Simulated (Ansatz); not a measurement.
**BH7O2Si2: one species, many methods**

One table from this session's results is given with a row withheld; the runs are named, their logs left out.

Method: functionals in def2-TZVPP, the program's frozen cores in correlated methods; program: Ansatz 0.2.0, Gaussian basis.

Levels to be run: PBE-D4, r2SCAN-D4, PBE0-D4, B3LYP-D4, ωB97X-V, ωB97M-V, B2PLYP; CCSD(T)/def2-TZVPP; MP2/def2-QZVPP; extrapolation to the limit.

## Structure used throughout

All runs share one geometry, relaxed beforehand with PBE0-D4 in a triple-zeta def2 set.

SMILES `OB([SiH3])O[SiH3]`, 12 atoms, charge 0, spin multiplicity 1.

Atoms are counted from 1 here; the program's logs count them from 0.

Bond lengths: O1–B2 1.357 Å, O1–H6 0.965 Å, B2–Si3 2.040 Å, B2–O4 1.366 Å, Si3–H7 1.491 Å, Si3–H8 1.491 Å, Si3–H9 1.486 Å, O4–Si5 1.650 Å, Si5–H10 1.482 Å, Si5–H11 1.482 Å, Si5–H12 1.485 Å. Angles: B2–O1–H6 112.1°, O1–B2–Si3 117.6°, O1–B2–O4 118.5°, Si3–B2–O4 123.9°, B2–Si3–H7 110.6°, B2–Si3–H8 110.6°, B2–Si3–H9 111.5°, H7–Si3–H8 107.0°, H7–Si3–H9 108.5°, H8–Si3–H9 108.5°, B2–O4–Si5 134.9°, O4–Si5–H10 108.3°, O4–Si5–H11 108.3°, O4–Si5–H12 110.2°, H10–Si5–H11 109.9°, H10–Si5–H12 110.0°, H11–Si5–H12 110.0°.

Set-up of the first run:

The input, in.yaml:

```yaml
crystal:
  periodic: [false, false, false]
  atoms:
    - {symbol: O, position_ang: [-1.207846, 1.747017, 1.096568]}
    - {symbol: B, position_ang: [-0.523228, 0.739596, 0.498930]}
    - {symbol: Si, position_ang: [-0.264698, -0.985312, 1.556162]}
    - {symbol: O, position_ang: [-0.049070, 0.934615, -0.766880]}
    - {symbol: Si, position_ang: [0.806169, 0.021453, -1.843359]}
    - {symbol: H, position_ang: [-1.282704, 2.522263, 0.527250]}
    - {symbol: H, position_ang: [1.185882, -1.281519, 1.730535]}
    - {symbol: H, position_ang: [-0.861747, -2.141255, 0.828381]}
    - {symbol: H, position_ang: [-0.893105, -0.898852, 2.900099]}
    - {symbol: H, position_ang: [2.064857, 0.735559, -2.164040]}
    - {symbol: H, position_ang: [-0.009421, -0.139085, -3.070623]}
    - {symbol: H, position_ang: [1.112008, -1.309582, -1.259025]}
basis:
  gaussian: {orbitals: def2-TZVPP}
hamiltonian: {xc: pbe, dispersion: d4}
output: {forces: true, orbitals: {seedname: orbitals}}
```

Launch:

```console
ansatz run in.yaml --threads 4 --pin off --events-out ev --progress --plain --max-ram 10444MiB
```

Steps of the session up to this table: PBE-D4 (GGA); r2SCAN-D4 (meta-GGA); PBE0-D4 (hybrid); B3LYP-D4 (hybrid); ωB97X-V (range-separated); ωB97M-V (range-separated); B2PLYP (double hybrid); CCSD(T) in def2-TZVPP; MP2 in def2-QZVPP.

One table of the session follows, with a row left open; its other results are not shown here.

```
            method  atomisation energy (kJ/mol)
            PBE-D4                       4284.1
         r2SCAN-D4                       4286.8
           PBE0-D4                       4230.2
          B3LYP-D4                       4275.4
           ωB97X-V                       4299.5
           ωB97M-V                            ?
            B2PLYP                       4231.4
     HF/def2-TZVPP                       3218.8
    MP2/def2-TZVPP                       4225.9
   CCSD/def2-TZVPP                       4123.5
CCSD(T)/def2-TZVPP                       4173.4
           MP2/CBS                       4336.1
       CCSD(T)/CBS                       4283.6
```

Q: Estimate the row for ωB97M-V from the others.

**Answer.** atomisation energy (kJ/mol): 4290.1. In the column «atomisation energy (kJ/mol)» it lies between r2SCAN-D4 (4286.8) and ωB97X-V (4299.5).

Limits of these values: Free atoms (2 O, 1 B, 2 Si, 7 H) were run apart at each level; the atomisation energy is their sum less the molecule, without zero-point or spin-orbit terms.
